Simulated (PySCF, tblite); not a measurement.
**C₅H₁₃B₂NS: geometry, infrared bands and NMR shifts**

Wanted: the infrared bands and NMR shifts of C₅H₁₃B₂NS (`C=C(BNB(C)C)SC`), by calculation.

Computed with tblite 0.8.0 and PySCF 2.14.0, with density-fitted response routines of our own, on a single molecule in the gas phase. Atoms are numbered from 0 throughout.

### Step 1. Starting geometry

22 atoms, charge 0, multiplicity 1; geometry from: force field or distance geometry start.

Bonds of the start (Å): C0–C1 1.34, C1–B2 1.58, B2–N3 1.52, N3–B4 1.52, B4–C5 1.59, B4–C6 1.59, C1–S7 1.81, S7–C8 1.82, C0–H9 1.09, C0–H10 1.08, B2–H11 1.19, N3–H12 1.06, C5–H13 1.12, C5–H14 1.11, C5–H15 1.10, C6–H16 1.11, C6–H17 1.11, C6–H18 1.10, C8–H19 1.11, C8–H20 1.10, C8–H21 1.11.

### Step 2. Relaxing the molecule with GFN2-xTB

Job settings and geometry (Å):

```
{"job": {"kind": "relax", "xc": "GFN2-xTB", "basis": "xTB"}, "charge": 0, "multiplicity": 1}
C      1.694100    -0.450500    -2.171200
C      1.244900    -0.100900    -0.963500
B      0.325800    -1.075900    -0.132300
N     -0.262500    -0.629400     1.198600
B     -1.652400    -0.047400     0.984400
C     -1.890000     1.511400     1.183400
C     -2.881000    -0.970700     0.563300
S      1.721300     1.490600    -0.251600
C      3.206100     0.831000     0.569100
H      1.411500    -1.400200    -2.616000
H      2.321100     0.223400    -2.735500
H     -0.059500    -2.083900    -0.628900
H     -0.374700    -1.485200     1.815500
H     -0.932300     1.999300     1.488800
H     -2.650700     1.678700     1.978300
H     -2.241200     1.964600     0.248500
H     -2.556000    -2.028700     0.493000
H     -3.678600    -0.899300     1.336200
H     -3.283500    -0.639800    -0.407000
H      2.922300     0.054600     1.309800
H      3.894000     0.413200    -0.179200
H      3.710600     1.664400     1.103000
```

On the command line:

```
$ OMP_NUM_THREADS=1 python probes_run.py task.json out
```

This one command runs all jobs of the session in turn.

**Question.** This job is followed by: GFN2-xTB harmonic vibrations, gas phase; GIAO PBE0/pcSseg-1 NMR shielding, non-relativistic, gas phase. Predict these results of the whole session: strongest single infrared mode (GFN2-xTB); zero-point energy (GFN2-xTB); ¹³C shifts against TMS (PBE0/pcSseg-1, means over atoms taken as alike); ¹H shifts against TMS (PBE0/pcSseg-1, means over atoms taken as alike); ¹¹B shifts against BF3·OEt2 (PBE0/pcSseg-1); ¹⁵N shifts against NH3 (PBE0/pcSseg-1); ³³S shifts against CS2 (PBE0/pcSseg-1).

**Answer**, as computed:

| quantity | value |
| --- | --- |
| strongest single infrared mode (GFN2-xTB) | 1377 cm⁻¹, 614 km/mol |
| zero-point energy (GFN2-xTB) | 110.6 kcal/mol |
| ¹³C shifts against TMS (PBE0/pcSseg-1, means over atoms taken as alike) | 163.9, 115.5, 18.8, 11.3 ppm |
| ¹H shifts against TMS (PBE0/pcSseg-1, means over atoms taken as alike) | 6.85, 5.80, 5.37, 5.11, 2.25, 0.67 ppm |
| ¹¹B shifts against BF3·OEt2 (PBE0/pcSseg-1) | 58.6, 46.1 ppm |
| ¹⁵N shifts against NH3 (PBE0/pcSseg-1) | 183.8 ppm |
| ³³S shifts against CS2 (PBE0/pcSseg-1) | 41 ppm |

Over 202 steps the energy fell by 1.741 eV; of the close pairs, B2–N3 changed most, 1.522 to 1.406 Å. No mode is imaginary among the 60: a minimum at this level. The strongest single mode, at 1377 cm⁻¹, is spread over several atoms, N3, H12, B2, B4 among them. GFN2-xTB is a fitted tight-binding method: band positions and strengths are rough. Its intensities can rank the bands wrongly. C1 (fully substituted alkene carbon) lies farthest downfield among carbon, at 163.9 ppm; as expected for a trigonal carbon in a double bond. At PBE0/pcSseg-1: The largest span, 451 ppm, is at S7, where the paramagnetic term is -593 ppm.
